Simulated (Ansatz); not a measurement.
I need energies of removing a hydrogen of CH4AsN, SMILES C1N[AsH]1. Use Ansatz 0.2.0, Python API. Use (for the species named): CAM-B3LYP, 6-31G* basis, multiplicity 1.

```yaml
atoms:
  - { symbol: C, position_ang: [-0.5317, -0.0991, -0.4796] }
  - { symbol: N, position_ang: [-0.4912, 0.1912, 0.9084] }
  - { symbol: As, position_ang: [0.6902, -1.2281, 0.3002] }
  - { symbol: H, position_ang: [-1.4660, -0.5298, -0.7646] }
  - { symbol: H, position_ang: [-0.1612, 0.7562, -1.1379] }
  - { symbol: H, position_ang: [0.0999, 1.0617, 1.0594] }
  - { symbol: H, position_ang: [1.9212, -0.2202, 0.0684] }
```

`bde_ch4asn.py`:
```python
'''Cost of removing each kind of hydrogen from CH4AsN, fragments frozen.'''

from dataclasses import dataclass
import logging
import sys

import ansatz as az

logging.basicConfig(stream=sys.stdout, format='%(name)s: %(message)s')
logger = logging.getLogger('ansatz_job')
logger.setLevel(logging.INFO)


@dataclass(frozen=True)
class RunConfig:
    basis: str = '6-31G*'
    xc: str = 'cam_b3lyp'


cfg = RunConfig()


def total_energy(molecule, charge=0, unpaired=0):
    calc = molecule.calculation().basis(gaussian=cfg.basis).functional(cfg.xc)
    if charge:
        calc = calc.charge(charge)
    if unpaired:
        calc = calc.spin('collinear', total=unpaired)
    return calc.run(threads=1).report['free_energy_ev']

GEOMETRY = '''
C    -0.53170   -0.09910   -0.47960
N    -0.49120    0.19120    0.90840
As    0.69020   -1.22810    0.30020
H    -1.46600   -0.52980   -0.76460
H    -0.16120    0.75620   -1.13790
H     0.09990    1.06170    1.05940
H     1.92120   -0.22020    0.06840
'''

def without(molecule, index):
    rest = az.Crystal.molecule()
    for i, site in enumerate(molecule.cartesian_sites):
        if i != index:
            rest = rest.atom(site.symbol, site.position_ang)
    return rest


def main() -> None:
    ch4asn = az.Crystal.molecule()
    for line in GEOMETRY.strip().splitlines():
        symbol, *xyz = line.split()
        ch4asn = ch4asn.atom(symbol, [float(v) for v in xyz])

    whole = total_energy(ch4asn, 0)
    hydrogen = total_energy(az.Crystal.molecule().atom('H', (0, 0, 0)), 0, 1)
    logger.info(f'E(molecule) = {whole:.5f} eV, E(H) = {hydrogen:.5f} eV')
    for index in [4, 5, 6]:
        radical = total_energy(without(ch4asn, index), 0, 1)
        logger.info(f'H{index}: homolysis {23.060548 * (radical + hydrogen - whole):.1f} kcal/mol')
        anion = total_energy(without(ch4asn, index), -1)
        logger.info(f'H{index}: loss of a proton {23.060548 * (anion - whole):.1f} kcal/mol')


if __name__ == '__main__':
    main()
```

Running `python bde_ch4asn.py` prints:
```text
ansatz_job: E(molecule) = -63425.81150 eV, E(H) = -13.51936 eV
ansatz_job: H4: homolysis 108.6 kcal/mol
ansatz_job: H4: loss of a proton 416.9 kcal/mol
ansatz_job: H5: homolysis 94.0 kcal/mol
ansatz_job: H5: loss of a proton 393.7 kcal/mol
ansatz_job: H6: homolysis 71.6 kcal/mol
ansatz_job: H6: loss of a proton 375.0 kcal/mol
```

What to keep in mind:
- Total energies depend on the basis set; only differences at equal settings carry meaning.
- The geometry is a force-field or estimated start, not a minimum of this method, and the basis set is short of its limit. All parts are taken at fixed geometry, without zero-point energy.
- Anions want diffuse functions, which this basis lacks.
- Hardware and time: 27 s on 1 thread of Intel(R) Xeon(R) Platinum 8259CL CPU @ 2.50GHz (Skylake/Cascade Lake), on a shared host, peak memory 0.26 GiB.

(Lines on the test bed's own set-up are left out of the output.)
